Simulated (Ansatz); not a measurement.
# Ti2W: the cost of one run

Computed with Ansatz 0.2.0 (DFT PBE, scalar-relativistic, plane waves, PAW, unless a step's input says otherwise).

1 further run of the same task is left out (it didn't finish).

## 1. The structure to begin with

The structure is hexagonal, space group P6_3/mmc (No. 194). The conventional cell has a = 2.817 Å, b = 2.817 Å, c = 13.350 Å, α = 90.00°, β = 90.00°, γ = 120.00°. Around Ti (site symmetry 3m) lie 9 Ti at 2.76 to 2.82 Å and 3 W at 2.76 Å. Around W (site symmetry -6m2) lie 6 Ti at 2.76 Å and 6 W at 2.82 Å.

As a file:

```cif
data_structure
_symmetry_space_group_name_H-M 'P6_3/mmc'
_symmetry_Int_Tables_number 194
_cell_length_a 2.8166
_cell_length_b 2.8166
_cell_length_c 13.3500
_cell_angle_alpha 90.000
_cell_angle_beta 90.000
_cell_angle_gamma 120.000
_cell_volume 91.72
loop_
_atom_site_label
_atom_site_type_symbol
_atom_site_symmetry_multiplicity
_atom_site_Wyckoff_symbol
_atom_site_fract_x
_atom_site_fract_y
_atom_site_fract_z
_atom_site_occupancy
Ti1 Ti 4 f 0.33333 0.66667 0.91667 1
W1 W 2 c 0.33333 0.66667 0.25000 1
```

The start is an ordering of an alloy on its end members' structure types: elements ordered on the sites of the Os type, Ti/W on Os (P6_3/mmc, No. 194).

## 2. A first look at the guess

input.yaml

```yaml
crystal:
  lattice:
    - [2.81657858, 0.0, 0.0]
    - [-1.40828929, 2.4392286, 0.0]
    - [0.0, 0.0, 13.35003142]
  atoms:
    - { symbol: Ti, position: [0.33333333, 0.66666667, 0.91666667] }
    - { symbol: Ti, position: [0.33333333, 0.66666667, 0.58333333] }
    - { symbol: Ti, position: [0.66666667, 0.33333333, 0.08333333] }
    - { symbol: Ti, position: [0.66666667, 0.33333333, 0.41666667] }
    - { symbol: W, position: [0.33333333, 0.66666667, 0.25] }
    - { symbol: W, position: [0.66666667, 0.33333333, 0.75] }
basis:
  ecutwfc: 420
kpoints:
  mp_grid: { grid: [6, 6, 2] }
hamiltonian:
  xc: pbe
scf:
  occupations: { method: gaussian, width: 0.1 }
  lower_state_search: "off"
output:
  forces: true
  stress: true
  eigenvalues: true
```

The run is started by

```bash
$ ansatz run input.yaml --threads 1 --pin off --max-ram 2560MiB --backend cpu --events-out ev --progress --plain --runs-dir out
```

**Question.** How long does this run take on 1 thread of Intel Xeon Platinum 8259CL at 2.50GHz (Skylake/Cascade Lake), shared host, and how much memory does it need?

About 4.1 s, with a peak of 0.44 GiB.
